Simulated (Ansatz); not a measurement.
# CaAsPt: the cost of one run

Method: DFT LDA, scalar-relativistic, plane waves, PAW, in Ansatz 0.2.0.

## 1. The system as given

The structure is tetragonal, space group I4_1md (No. 109). The conventional cell has a = 4.191 Å, b = 4.191 Å, c = 44.039 Å, α = 90.00°, β = 90.00°, γ = 90.00°. Ca (site symmetry 2mm) is surrounded by 6 Pt at 3.20 to 3.21 Å and 6 As at 3.20 to 3.23 Å. Around Ca (site symmetry 2mm) lie 6 Pt at 3.20 to 3.25 Å and 6 As at 3.21 to 3.23 Å. Ca (site symmetry 2mm) has 6 As at 3.20 to 3.23 Å and 6 Pt at 3.21 to 3.22 Å in its first shell of neighbours. As (site symmetry 2mm) has 3 Pt at 2.44 Å and 6 Ca at 3.21 to 3.23 Å in its first shell of neighbours. Around As (site symmetry 2mm) lie 3 Pt at 2.42 Å and 6 Ca at 3.20 to 3.23 Å. As (site symmetry 2mm) is surrounded by 3 Pt at 2.44 Å and 6 Ca at 3.20 to 3.23 Å. Pt (site symmetry 2mm) has 3 As at 2.44 Å in its first shell of neighbours. Pt (site symmetry 2mm) has 3 As at 2.42 to 2.44 Å in its first shell of neighbours. Only part of the 9 independent sites is listed.

As a file:

```
Ca As Pt
1.0
    -2.09546    2.09546   22.01941
     2.09546   -2.09546   22.01941
     2.09546    2.09546  -22.01941
Ca As Pt
6 6 6
Direct
  0.50049 0.00049 0.50000
  0.75049 0.75049 0.00000
  0.33421 0.83421 0.50000
  0.58421 0.58421 0.00000
  0.66716 0.16716 0.50000
  0.91716 0.91716 0.00000
  0.80638 0.30638 0.50000
  0.22286 0.22286 0.00000
  0.97286 0.47286 0.50000
  0.05638 0.05638 0.00000
  0.38993 0.38993 0.00000
  0.13993 0.63993 0.50000
  0.11175 0.11175 0.00000
  0.86175 0.36175 0.50000
  0.02790 0.52790 0.50000
  0.44533 0.44533 0.00000
  0.19533 0.69533 0.50000
  0.27790 0.27790 0.00000
```

The structure comes from the Materials Project (structure only).

(A quick probe on a coarse mesh, which set the mesh and smearing, is not shown.)

## 3. Relaxing cell and atoms

input.yaml reads:

```yaml
crystal:
  lattice:
    - [-2.0954585047, 2.0954585047, 22.0194127163]
    - [2.0954585047, -2.0954585047, 22.0194127163]
    - [2.0954585047, 2.0954585047, -22.0194127163]
  atoms:
    - { symbol: Ca, position: [0.50048558, 0.00048558, 0.5] }
    - { symbol: Ca, position: [0.75048558, 0.75048558, 0.0] }
    - { symbol: Ca, position: [0.33420631, 0.83420631, 0.5] }
    - { symbol: Ca, position: [0.58420631, 0.58420631, 0.0] }
    - { symbol: Ca, position: [0.66716147, 0.16716147, 0.5] }
    - { symbol: Ca, position: [0.91716147, 0.91716147, 0.0] }
    - { symbol: As, position: [0.80637846, 0.30637845, 0.5] }
    - { symbol: As, position: [0.22286489, 0.22286489, 0.0] }
    - { symbol: As, position: [0.97286489, 0.47286489, 0.5] }
    - { symbol: As, position: [0.05637845, 0.05637845, 0.0] }
    - { symbol: As, position: [0.38992902, 0.38992902, 0.0] }
    - { symbol: As, position: [0.13992902, 0.63992902, 0.5] }
    - { symbol: Pt, position: [0.11174729, 0.11174729, 0.0] }
    - { symbol: Pt, position: [0.86174729, 0.36174729, 0.5] }
    - { symbol: Pt, position: [0.02790025, 0.52790026, 0.5] }
    - { symbol: Pt, position: [0.44533222, 0.44533222, 0.0] }
    - { symbol: Pt, position: [0.19533222, 0.69533222, 0.5] }
    - { symbol: Pt, position: [0.27790026, 0.27790026, 0.0] }
basis:
  ecutwfc: 420
kpoints:
  mp_grid: { grid: [12, 12, 12] }
hamiltonian:
  xc: lda
scf:
  occupations: { method: gaussian, width: 0.1 }
output:
  forces: true
  stress: true
  eigenvalues: true
  write_density: true
  write_potential: true
  elf: true
  volumetric_format: npy
relax:
  adjacent_minimum: "off"
  f_tol: 0.005
  max_steps: 80
  cell: { stress_tol: 0.05 }
```

Command:

```bash
> ansatz run input.yaml --threads 8 --pin off --max-ram 22528MiB --backend cpu --events-out ev --progress --plain --runs-dir out
```

Q: Estimate wall time and peak memory on 8 threads of AMD EPYC 7R13 (Zen 3), shared host.

About 19 min, with a peak of 7.1 GiB.
